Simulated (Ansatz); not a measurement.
# CH7BFPSi: basis-set convergence

An exercise on one series of results from a longer session: the logs are not shown, and one member is left open.

Method: one geometry, several basis sets; program: Ansatz 0.2.0, Gaussian basis.

Levels to be run: PBE0-D4/def2-SVP; ωB97M-V/def2-SVP; PBE0-D4/def2-QZVPP; ωB97M-V/def2-QZVPP; the functionals' def2-TZVPP values are taken from earlier runs.

**The geometry**

The geometry comes from an earlier relaxation with PBE0-D4 in a triple-zeta def2 set; it is a stationary point, not always the lowest conformer.

SMILES `BP[SiH](C)F`, 12 atoms, charge 0, spin multiplicity 1.

Atoms are counted from 1 here; the program's logs count them from 0.

Bond lengths: B1–P2 1.845 Å, B1–H6 1.194 Å, B1–H7 1.193 Å, P2–Si3 2.228 Å, P2–H8 1.412 Å, Si3–C4 1.854 Å, Si3–F5 1.604 Å, Si3–H9 1.483 Å, C4–H10 1.093 Å, C4–H11 1.093 Å, C4–H12 1.092 Å. Angles: P2–B1–H6 118.3°, P2–B1–H7 120.5°, H6–B1–H7 120.8°, B1–P2–Si3 104.7°, B1–P2–H8 106.6°, Si3–P2–H8 105.5°, P2–Si3–C4 114.1°, P2–Si3–F5 108.6°, P2–Si3–H9 105.6°, C4–Si3–F5 107.6°, C4–Si3–H9 113.0°, F5–Si3–H9 107.7°, Si3–C4–H10 110.4°, Si3–C4–H11 110.1°, Si3–C4–H12 111.0°, H10–C4–H11 108.7°, H10–C4–H12 108.4°, H11–C4–H12 108.2°.

The first run:

in.yaml

```yaml
crystal:
  periodic: [false, false, false]
  atoms:
    - {symbol: B, position_ang: [-1.023343, 1.654377, 1.346053]}
    - {symbol: P, position_ang: [0.620775, 0.818041, 1.374062]}
    - {symbol: Si, position_ang: [0.889388, 0.032663, -0.693524]}
    - {symbol: C, position_ang: [-0.056814, -1.523119, -1.041702]}
    - {symbol: F, position_ang: [2.445279, -0.285791, -0.921472]}
    - {symbol: H, position_ang: [-1.270023, 2.389977, 0.438120]}
    - {symbol: H, position_ang: [-1.767244, 1.558624, 2.273511]}
    - {symbol: H, position_ang: [0.480604, -0.321576, 2.196441]}
    - {symbol: H, position_ang: [0.520611, 1.150606, -1.595315]}
    - {symbol: H, position_ang: [0.170497, -1.891149, -2.045490]}
    - {symbol: H, position_ang: [-1.130487, -1.332768, -0.974075]}
    - {symbol: H, position_ang: [0.197754, -2.304987, -0.322708]}
basis:
  gaussian: {orbitals: def2-SVP}
hamiltonian: {xc: pbe0, dispersion: d4}
output: {orbitals: {seedname: orbitals}}
```

Run with:

```console
$ ansatz run in.yaml --threads 4 --pin off --events-out ev --progress --plain --max-ram 10444MiB
```

Steps of the session up to this table: PBE0-D4 in def2-SVP; ωB97M-V in def2-SVP; PBE0-D4 in def2-QZVPP; ωB97M-V in def2-QZVPP.

One of the session's tables, all rows but one given; the rest of the session is left out.

It belongs to the step «Functionals by basis». 

| functional | basis | HOMO (eV) | LUMO (eV) |
| --- | --- | --- | --- |
| PBE0-D4 | def2-SVP | -7.50 | -1.69 |
| PBE0-D4 | def2-TZVPP | -7.54 | -1.80 |
| PBE0-D4 | def2-QZVPP | -7.55 | -1.83 |
| ωB97M-V | def2-SVP | ? | ? |
| ωB97M-V | def2-TZVPP | -9.59 | 0.11 |
| ωB97M-V | def2-QZVPP | -9.60 | 0.04 |

**Question.** Estimate the row for ωB97M-V, def2-SVP.

As computed: HOMO (eV): -9.53; LUMO (eV): 0.33. In the column «HOMO (eV)» it lies between ωB97M-V, def2-TZVPP (-9.59) and PBE0-D4, def2-QZVPP (-7.55).
